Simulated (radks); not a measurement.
# W⁴⁺ in [Xe] 4f14 5d2: an all-electron calculation

An exercise on one series of results from a longer session: the logs are not shown, and one member is left open.

The numbers are computed with radks (a radial shooting solver on a logarithmic mesh, Libxc functionals) version 1 (scalar-relativistic Kohn-Sham, exchange-only PBE, spin-unpolarised, spherical densities, finite nucleus), except any that are marked as measured or tabulated.

**Starting point**

- element: tungsten (Z = 74)
- charge: +4
- electrons: 70
- configuration: [Xe] 4f14 5d2
- nuclear rms radius: 5.3658 fm

Outer shells as boxes (Hund's rule):

W⁴⁺
```
[Xe] core
4f [↑↓][↑↓][↑↓][↑↓][↑↓][↑↓][↑↓]
5d [↑ ][↑ ][  ][  ][  ]
```

The first run:

Input:

```text
Z 74
configuration [Xe] 4f14 5d2
relativity scalar-relativistic
functional pbe,
spin unpolarised
nucleus finite rms 5.3658 fm
c 137.035999084
```

On the command line:

```sh
> python run_ks.py task.json out
```

The same process makes all the runs of this session.

One of the session's tables, all rows but one given; the rest of the session is left out.

It belongs to the step «Orbitals and density». From the orbitals of this run (lengths in bohr):

| level | <r> | outermost maximum (interpolated) | 90 % within | nodes |
| --- | --- | --- | --- | --- |
| 1s | 0.01835 | 0.0115 | 0.0334 | 0 |
| 2s | 0.07758 | 0.0657 | 0.120 | 1 |
| 2p | ? | ? | ? | ? |
| 3s | 0.2011 | 0.185 | 0.295 | 2 |
| 3p | 0.2013 | 0.183 | 0.301 | 1 |
| 3d | 0.1824 | 0.149 | 0.283 | 0 |
| 4s | 0.4496 | 0.421 | 0.645 | 3 |
| 4p | 0.4780 | 0.441 | 0.695 | 2 |
| 4d | 0.5114 | 0.452 | 0.767 | 1 |
| 5s | 1.059 | 0.961 | 1.52 | 4 |
| 5p | 1.224 | 1.09 | 1.78 | 3 |
| 4f | 0.6050 | 0.429 | 1.00 | 0 |
| 5d | 1.682 | 1.40 | 2.53 | 2 |

Estimate the missing values for 2p.

**Answer.** <r>: 0.06944; outermost maximum (interpolated): 0.0539; 90 % within: 0.113; nodes: 0. In the column «<r>» it lies between 1s (0.01835) and 2s (0.07758).

Caveats from the session: Spin polarisation and multiplet splitting are left out.
